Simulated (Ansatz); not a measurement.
**CH2AlNSe: small, medium and large basis sets**

An exercise on one series of results from a longer session: the logs are not shown, and one member is left open.

The runs use Ansatz 0.2.0, Gaussian basis; one geometry, several basis sets.

Levels to be run: PBE0-D4/def2-SVP; ωB97M-V/def2-SVP; PBE0-D4/def2-QZVPP; ωB97M-V/def2-QZVPP; the functionals' def2-TZVPP values are taken from earlier runs.

### The geometry

The geometry comes from an earlier relaxation with PBE0-D4 in a triple-zeta def2 set; it is a stationary point.

6 atoms, charge 0, spin multiplicity 1.

Atoms are counted from 1 here; the program's logs count them from 0.

Bond lengths: N1–C2 1.157 Å, N1–H5 1.000 Å, C2–Al3 2.058 Å, Al3–Se4 2.166 Å, Al3–H6 1.575 Å. Angles: C2–N1–H5 164.8°, N1–C2–Al3 168.0°, C2–Al3–Se4 96.7°, C2–Al3–H6 110.0°, Se4–Al3–H6 153.3°.

Set-up of the first run:

Contents of in.yaml:

```yaml
crystal:
  periodic: [false, false, false]
  atoms:
    - {symbol: N, position_ang: [0.483242, 0.615514, -1.590575]}
    - {symbol: C, position_ang: [0.298405, 0.415122, -0.465783]}
    - {symbol: Al, position_ang: [-0.241481, -0.289618, 1.390844]}
    - {symbol: Se, position_ang: [-1.306625, -2.042836, 0.697218]}
    - {symbol: H, position_ang: [0.503402, 0.564949, -2.588800]}
    - {symbol: H, position_ang: [0.305157, 0.672870, 2.510898]}
basis:
  gaussian: {orbitals: def2-SVP}
hamiltonian: {xc: pbe0, dispersion: d4}
output: {orbitals: {seedname: orbitals}}
```

Among the steps run: PBE0-D4 in def2-SVP; ωB97M-V in def2-SVP; PBE0-D4 in def2-QZVPP; ωB97M-V in def2-QZVPP.

One of the session's tables, all rows but one given; the rest of the session is left out.

It belongs to the step «Functionals by basis». 

```
functional       basis  HOMO (eV)  LUMO (eV)
   PBE0-D4    def2-SVP          ?          ?
   PBE0-D4  def2-TZVPP      -5.85      -2.28
   PBE0-D4  def2-QZVPP      -5.87      -2.32
   ωB97M-V    def2-SVP      -7.57      -0.14
   ωB97M-V  def2-TZVPP      -7.75      -0.37
   ωB97M-V  def2-QZVPP      -7.78      -0.44
```

**Question.** Estimate the row for PBE0-D4, def2-SVP.

The run gave: HOMO (eV): -5.71; LUMO (eV): -2.13. In the column «HOMO (eV)» it is the highest.
